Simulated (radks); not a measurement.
**The series with 42 electrons, Mo to Sb⁹⁺**

Aim: how levels and radii change as the nucleus grows at a fixed number of electrons, all in [Kr] 4d5 5s1.

Method: scalar-relativistic Kohn-Sham, r2SCAN, spin-polarised, spherical densities, finite nucleus; open shells are filled with parallel spins first. Code: radks (a radial shooting solver on a logarithmic mesh, Libxc functionals) version 1.

## Step 1: The system

* electrons: 42
* ions: Mo, Tc⁺, Ru²⁺, Rh³⁺, Pd⁴⁺, Ag⁵⁺, Cd⁶⁺, In⁷⁺, Sn⁸⁺, Sb⁹⁺
* configuration: [Kr] 4d5 5s1

Outer shells as boxes (Hund's rule):

[Kr] 4d5 5s1
```
[Kr] core
4d [↑ ][↑ ][↑ ][↑ ][↑ ]
5s [↑ ]
```

## Step 2: Mo

Settings of this run:

```text
Z 42
configuration [Kr] 4d5 5s1
relativity scalar-relativistic
functional r2scan,r2scan
spin polarised
nucleus finite rms 4.4091 fm
c 137.035999084
```

## Step 3: Tc⁺

Settings of this run:

```text
Z 43
configuration [Kr] 4d5 5s1 5p0 6s0
relativity scalar-relativistic
functional r2scan,r2scan
spin polarised
nucleus finite rms 4.4112 fm
c 137.035999084
```

## Step 4: Ru²⁺

Settings of this run:

```text
Z 44
configuration [Kr] 4d5 5s1 5p0 6s0
relativity scalar-relativistic
functional r2scan,r2scan
spin polarised
nucleus finite rms 4.4809 fm
c 137.035999084
```

## Step 5: Rh³⁺

Settings of this run:

```text
Z 45
configuration [Kr] 4d5 5s1 5p0 6s0
relativity scalar-relativistic
functional r2scan,r2scan
spin polarised
nucleus finite rms 4.4945 fm
c 137.035999084
```

## Step 6: Pd⁴⁺

Settings of this run:

```text
Z 46
configuration [Kr] 4d5 5s1 5p0 6s0
relativity scalar-relativistic
functional r2scan,r2scan
spin polarised
nucleus finite rms 4.5318 fm
c 137.035999084
```

## Step 7: Ag⁵⁺

Settings of this run:

```text
Z 47
configuration [Kr] 4d5 5s1 5p0 6s0
relativity scalar-relativistic
functional r2scan,r2scan
spin polarised
nucleus finite rms 4.5454 fm
c 137.035999084
```

## Step 8: Cd⁶⁺

Settings of this run:

```text
Z 48
configuration [Kr] 4d5 5s1 5p0 6s0
relativity scalar-relativistic
functional r2scan,r2scan
spin polarised
nucleus finite rms 4.6087 fm
c 137.035999084
```

## Step 9: In⁷⁺

Settings of this run:

```text
Z 49
configuration [Kr] 4d5 5s1 5p0 6s0
relativity scalar-relativistic
functional r2scan,r2scan
spin polarised
nucleus finite rms 4.6156 fm
c 137.035999084
```

## Step 10: Sn⁸⁺

Settings of this run:

```text
Z 50
configuration [Kr] 4d5 5s1 5p0 6s0
relativity scalar-relativistic
functional r2scan,r2scan
spin polarised
nucleus finite rms 4.6519 fm
c 137.035999084
```

## Step 11: Sb⁹⁺

Settings of this run:

```text
Z 51
configuration [Kr] 4d5 5s1 5p0 6s0
relativity scalar-relativistic
functional r2scan,r2scan
spin polarised
nucleus finite rms 4.6802 fm
c 137.035999084
```

What does the calculation give? Wanted: for each run, ion; E; ε(4s down); ε(4p up); ε(4p down); ε(5s up); ε(4d up); <r>(4d up).

As calculated:

```csv
ion,E (hartree),ε(4s down) (eV),ε(4p up) (eV),ε(4p down) (eV),ε(5s up) (eV),ε(4d up) (eV),<r>(4d up) (bohr)
Mo,-4049.36168,-63.499,-40.484,-36.649,-4.881,-4.819,1.955
Tc⁺,-4286.08726,-80.155,-55.728,-51.102,-12.427,-15.773,1.653
Ru²⁺,-4530.43380,-100.07,-74.006,-68.689,-21.817,-29.657,1.462
Rh³⁺,-4782.40557,-122.67,-94.790,-88.852,-32.809,-46.016,1.324
Pd⁴⁺,-5042.01465,-147.68,-117.83,-111.32,-45.279,-64.620,1.217
Ag⁵⁺,-5309.28530,-174.95,-143.00,-135.95,-59.150,-85.332,1.130
Cd⁶⁺,-5584.24184,-204.38,-170.20,-162.64,-74.375,-108.07,1.058
In⁷⁺,-5866.92101,-235.90,-199.38,-191.33,-90.919,-132.76,0.9957
Sn⁸⁺,-6157.35311,-269.49,-230.50,-221.98,-108.76,-159.37,0.9417
Sb⁹⁺,-6455.57760,-305.10,-263.55,-254.56,-127.88,-187.87,0.8942
```

In words: From Mo to Sb⁹⁺ the 4d up level deepens by a factor 39.0 and shrinks by a factor 2.19. 4d up drops below 5s up between Mo and Tc⁺. With rising charge the levels order more and more by their principal quantum number, as in hydrogen. The configuration is held, so it need not be the ground state of every ion.
